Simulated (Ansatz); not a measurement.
C₃H₅N, SMILES CC#CN: an atomisation energy, run with Ansatz's Python interface.

`tae_c3h5n.py`
```python
# -*- coding: utf-8 -*-
'''Atomisation energy of C3H5N at the given geometry.'''

from collections import Counter

import ansatz as az
from rdkit import Chem
from rdkit.Chem import AllChem

BASIS = 'def2-TZVP'
FUNCTIONAL = 'b3lyp'


def single_point(molecule, charge=0, unpaired=0):
    calc = molecule.calculation().basis(gaussian=BASIS).functional(FUNCTIONAL)
    if charge:
        calc = calc.charge(charge)
    if unpaired:
        calc = calc.spin('collinear', total=unpaired)
    return calc.run().report['free_energy_ev']

# a force-field geometry from the SMILES
rd = Chem.AddHs(Chem.MolFromSmiles('CC#CN'))
AllChem.EmbedMolecule(rd, randomSeed=733)
AllChem.UFFOptimizeMolecule(rd)
system = az.Crystal.molecule()
for atom, xyz in zip(rd.GetAtoms(), rd.GetConformer().GetPositions()):
    system = system.atom(atom.GetSymbol(), xyz.round(5).tolist())

# Hund ground states
unpaired = {'C': 2, 'N': 3, 'H': 1}
counts = Counter(site.symbol for site in system.cartesian_sites)
atom_energy = {s: single_point(az.Crystal.molecule().atom(s, (0, 0, 0)), 0, unpaired[s]) for s in counts}
whole = single_point(system, 0, 0)
for s, e in atom_energy.items():
    print(f'{s:2s} x{counts[s]}  {e:14.5f} eV')
print(f'C3H5N: {whole:.5f} eV')
split = sum(counts[s] * e for s, e in atom_energy.items()) - whole
print(f'atomisation energy (no zero-point term): {23.060548 * split:.1f} kcal/mol, {split / sum(counts.values()):.3f} eV an atom')
```

What does it cost to take this molecule apart into atoms?

865.7 kcal/mol from the electronic energies, without the zero-point term.

The output:

```console
$ python tae_c3h5n.py
C  x3     -1030.20887 eV
N  x1     -1485.84985 eV
H  x5       -13.66431 eV
C3H5N: -4682.34049 eV
atomisation energy (no zero-point term): 865.7 kcal/mol, 4.171 eV an atom
```

Caveats:
- These settings explore the input space; basis and method may be short of convergence.
- The geometry is a force-field or estimated start, not a minimum of this method, and the basis set is short of its limit. All parts are taken at fixed geometry, without zero-point energy.
- b3lyp holds the VWN-RPA fit, as in Gaussian; the form of ORCA and Turbomole is b3lyp5.
- Wall time of the script: 6.7 s on 1 thread of Arm Neoverse N1, on a shared host, peak memory 0.36 GiB.
